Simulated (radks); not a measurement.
# W⁺ in [Xe] 4f14 5d4 6s1: an all-electron calculation

What are the levels of the tungsten ion W+, how large are its shells, and how does its energy divide?

Method: scalar-relativistic Kohn-Sham, B86b exchange with PBE correlation, spin-polarised, spherical densities, finite nucleus; open shells are filled with parallel spins first. Code: radks (a radial shooting solver on a logarithmic mesh, Libxc functionals) version 1.

## Step 1: What is computed

```
element            : tungsten (Z = 74)
charge             : +1
electrons          : 73
configuration      : [Xe] 4f14 5d4 6s1
nuclear rms radius : 5.3658 fm
```

The outer shells:

W⁺
```
[Xe] core
4f [↑↓][↑↓][↑↓][↑↓][↑↓][↑↓][↑↓]
5d [↑ ][↑ ][↑ ][↑ ][  ]
6s [↑ ]
```

## Step 2: The calculation

Input:

```text
Z 74
configuration [Xe] 4f14 5d4 6s1 6p0 7s0 5f0 6d0
relativity scalar-relativistic
functional b86_mgc,pbe
spin polarised
nucleus finite rms 5.3658 fm
c 137.035999084
```

Command:

```console
> python run_ks.py task.json out
```

All runs below come from this command, one after another.

Q: Predict the outcome of this run.

**Answer**, as computed:

```
                        quantity                   value
                    total energy     -16141.0251 hartree
exchange-correlation share of it                  2.01 %
                            −T/E                  1.1015
          highest occupied level       5d up, -12.764 eV
    most extended occupied level  6s up, <r> = 2.90 bohr
 radius at density 0.001 e/bohr³               4.26 bohr
    maxima of the radial density                       4
         ionisation energy, NIST     16.4 (semi-emp.) eV
```

The radial density shows 4 maxima for 6 occupied principal shells; where shells overlap, one shows as a shoulder or not at all. −T/E is 1.101: with relativity the kinetic term as defined here no longer equals −E. Minus the highest eigenvalue, 12.764 eV, is 78 % of the tabulated ionisation energy (16.4 eV); the potential of a semilocal functional falls off too fast, so its top eigenvalue is too shallow. Open shells are spherical and high-spin; term and fine-structure splittings are not resolved. Spin-orbit splitting is averaged out at the scalar-relativistic level.
